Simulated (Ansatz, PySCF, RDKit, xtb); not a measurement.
# MgZnSiO: a search for the lowest isomer

Given the formula MgZnSiO and nothing else, which arrangement of the atoms is the most stable in the gas at 298.15 K, and what are its properties?

Plan: many cheap relaxations first (GFN2-xTB), then density-functional screening, relaxation at PBE0-D3(BJ)/def2-SVP, vibrations and a final energy. The numbers are computed, not measured.

7 further runs of the same task are left out: 7 set aside as unsound or not needed.

## Step 1: Drawing up candidates

All bonding patterns within simple valence rules are listed by program: one Lewis structure each, at most two rings and one unusual centre or charged pair. O–O, O–halogen and N–halogen bonds and N–N–N chains are not drawn. That gives 10 candidates.

```
label                 SMILES     spin
 c037      [O]1[Mg][Si][Zn]1  triplet
 c071  [O]1[Mg-]2[Zn][Si+]12  singlet
 c152  [O]1[Si+]2[Mg][Zn-]12  singlet
 c167      [O]1[Mg][Si][Zn]1  singlet
 c203      [O]1[Mg][Zn][Si]1  triplet
 c623  [Mg]1[O+]2[Zn][Si-]12  singlet
 c648      [O]1[Mg][Zn][Si]1  singlet
 c945       O=[Si]1[Mg][Zn]1  singlet
 c950      [O]1[Si][Mg][Zn]1  triplet
 c957      [O]1[Si][Mg][Zn]1  singlet
```

Candidates are built by distance geometry, with a force field where one applies, in up to four conformers (letters a to d). 10 starts with atoms placed at random are added, to find patterns that the rules miss.

Q: Predict the outcome of this search (final energies at PBE0-D3(BJ)/def2-SVP).

| quantity | value |
| --- | --- |
| lowest structure found | [O]1[Mg][Zn][Si]1, singlet, Cs |
| next finalist | [O]1[Si][Mg][Zn]1, singlet, 9.4 kcal/mol higher in G |
| share at equilibrium, among the finalists | 100.0 % |
| harmonic wavenumbers, lowest and highest (PBE0-D3(BJ)/def2-SVP) | 150 and 996 cm⁻¹ |
| rotational constants, same geometry | 0.1228, 0.08664, 0.05081 cm⁻¹ |
| dipole moment (PBE0/def2-TZVPD) | 0.97 D |
| HOMO energy (PBE0/def2-TZVPD) | -4.60 eV |
| LUMO energy (PBE0/def2-TZVPD) | -2.35 eV |
| HOMO–LUMO gap (PBE0/def2-TZVPD) | 2.25 eV |
| lowest excitation (TD-CAM-B3LYP/def2-SVPD) | 1.29 eV (f = 0.001) |
| strongest of the states computed, same level | 4.43 eV (f = 0.574) |
| lowest triplet excitation, same level, Tamm-Dancoff | 0.72 eV |
| vertical ionisation energy | 6.18 eV |
| vertical electron affinity | 1.07 eV |
| vertical triplet less singlet | +0.73 eV |

The search ends on `[O]1[Mg][Zn][Si]1`. Among the finalists first place is clear (9.4 kcal/mol); structures outside the list aren't covered. A large T1 diagnostic among the finalists warns that one reference determinant may not suffice. It concerns: the winner. Lowest found is not proven lowest: the search is finite, and each finalist counts with one conformer. Bonds to the alkali or alkaline-earth atom are largely ionic, and its place along soft bends is ill-defined. The lowest isomer need not be the one that is made and kept in a bottle, which depends on barriers.
